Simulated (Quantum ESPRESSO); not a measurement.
Write the native input for Quantum ESPRESSO 7.5 that does the following.

* Task: single point
* Functional: PBE
* Potentials or basis: GBRV 1.5 PBE
* Cutoff: 612 eV
* Density cutoff: 4898 eV
* k mesh: 16 × 16 × 16
* Occupations: methfessel-paxton, width 0.1 eV
* Spin: no spin polarisation
* Mixing beta: 0.5
* Most SCF iterations: 120
* SCF threshold: 6e-10 Ry

Si2Ni:

```
Ni Si
1.0
     0.00000    2.69220    2.71917
     2.69220    0.00000    2.71917
     2.69220    2.69220    0.00000
Ni Si
1 2
Cartesian
  0.0000 0.0000 0.0000
  1.3461 1.3461 1.3596
  4.0383 4.0383 4.0788
```

The cell was built by a generator and needn't be a form met in nature.

These files were run (other wordings do the same):

pw.in

```
&CONTROL
  calculation = 'scf'
  prefix = 'pwscf'
  outdir = './tmp'
  pseudo_dir = './pseudo'
  tprnfor = .true.
  tstress = .true.
  disk_io = 'nowf'
/
&SYSTEM
  ibrav = 0
  nat = 3
  ntyp = 2
  ecutwfc = 45
  ecutrho = 360
  nbnd = 20
  occupations = 'smearing'
  smearing = 'mp'
  degauss = 0.00734986
/
&ELECTRONS
  conv_thr = 6d-10
  electron_maxstep = 120
  mixing_beta = 0.5
/
ATOMIC_SPECIES
Ni    58.6934 ni_pbe_v1.4.uspp.F.UPF
Si    28.0850 si_pbe_v1.uspp.F.UPF
CELL_PARAMETERS angstrom
   0.0000000000    2.6921988120    2.7191747520
   2.6921988120    0.0000000000    2.7191747520
   2.6921988120    2.6921988120    0.0000000000
ATOMIC_POSITIONS crystal
Ni     0.0000000000    0.0000000000    0.0000000000
Si     0.2500000000    0.2500000000    0.2500000000
Si     0.7500000000    0.7500000000    0.7500000000
K_POINTS automatic
16 16 16 0 0 0
```

Potentials or basis: GBRV 1.5 PBE.

The run is started by

```sh
$ OMP_NUM_THREADS=1 pw.x -in pw.in > pw.out
```

Results of the run:

* Pressure: 3.7 GPa
* Band gap on the k mesh: none (metal or under the smearing width)

It took 5.4 min on 1 thread of Intel(R) Xeon(R) Platinum 8259CL CPU @ 2.50GHz (Skylake/Cascade Lake), with other jobs on the host, peak memory 0.28 GiB.
